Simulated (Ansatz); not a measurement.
# CH₅FOSSi: how energies converge with the basis set

The task here is to estimate one member of a computed series from the others.

Computed with Ansatz 0.2.0, Gaussian basis. Level: one geometry, several basis sets.

The runs, in order: PBE0-D4/def2-SVP; ωB97M-V/def2-SVP; PBE0-D4/def2-QZVPP; ωB97M-V/def2-QZVPP; the functionals' def2-TZVPP values are taken from earlier runs.

**Structure used throughout**

The geometry comes from an earlier relaxation with PBE0-D4 in a triple-zeta def2 set; it is a stationary point, not always the lowest conformer.

SMILES `CO[SiH](F)S`, 10 atoms, charge 0, spin multiplicity 1.

Atoms are counted from 1 here; the program's logs count them from 0.

Bond lengths: C1–O2 1.415 Å, C1–H6 1.090 Å, C1–H7 1.095 Å, C1–H8 1.094 Å, O2–Si3 1.623 Å, Si3–F4 1.597 Å, Si3–S5 2.109 Å, Si3–H9 1.477 Å, S5–H10 1.345 Å. Angles: O2–C1–H6 107.9°, O2–C1–H7 111.2°, O2–C1–H8 111.2°, H6–C1–H7 108.6°, H6–C1–H8 109.0°, H7–C1–H8 109.0°, C1–O2–Si3 124.4°, O2–Si3–F4 107.9°, O2–Si3–S5 108.5°, O2–Si3–H9 113.7°, F4–Si3–S5 112.1°, F4–Si3–H9 106.2°, S5–Si3–H9 108.6°, Si3–S5–H10 92.9°.

The first run:

in.yaml

```yaml
crystal:
  periodic: [false, false, false]
  atoms:
    - {symbol: C, position_ang: [-0.479140, -1.545383, 0.284403]}
    - {symbol: O, position_ang: [0.437532, -0.472824, 0.170789]}
    - {symbol: Si, position_ang: [0.011032, 1.088352, 0.046664]}
    - {symbol: F, position_ang: [-1.064943, 1.211359, -1.126939]}
    - {symbol: S, position_ang: [1.742984, 2.225584, -0.344391]}
    - {symbol: H, position_ang: [0.094381, -2.471057, 0.338187]}
    - {symbol: H, position_ang: [-1.083212, -1.455120, 1.193136]}
    - {symbol: H, position_ang: [-1.144859, -1.589877, -0.581958]}
    - {symbol: H, position_ang: [-0.640131, 1.623252, 1.260254]}
    - {symbol: H, position_ang: [2.209458, 1.334514, -1.237246]}
basis:
  gaussian: {orbitals: def2-SVP}
hamiltonian: {xc: pbe0, dispersion: d4}
output: {orbitals: {seedname: orbitals}}
```

Among the steps run: PBE0-D4 in def2-SVP; ωB97M-V in def2-SVP; PBE0-D4 in def2-QZVPP; ωB97M-V in def2-QZVPP.

One table of the session follows, with a row left open; its other results are not shown here.

It belongs to the step «Density functionals: the series». 

| functional | basis | HOMO (eV) | LUMO (eV) |
| --- | --- | --- | --- |
| PBE0-D4 | def2-SVP | ? | ? |
| PBE0-D4 | def2-TZVPP | -7.86 | 0.27 |
| PBE0-D4 | def2-QZVPP | -7.90 | 0.09 |
| ωB97M-V | def2-SVP | -9.90 | 2.83 |
| ωB97M-V | def2-TZVPP | -10.08 | 2.16 |
| ωB97M-V | def2-QZVPP | -10.12 | 1.68 |

Q: Estimate the row for PBE0-D4, def2-SVP from the others.

**Answer.** HOMO (eV): -7.72; LUMO (eV): 0.82. In the column «HOMO (eV)» it is the highest.
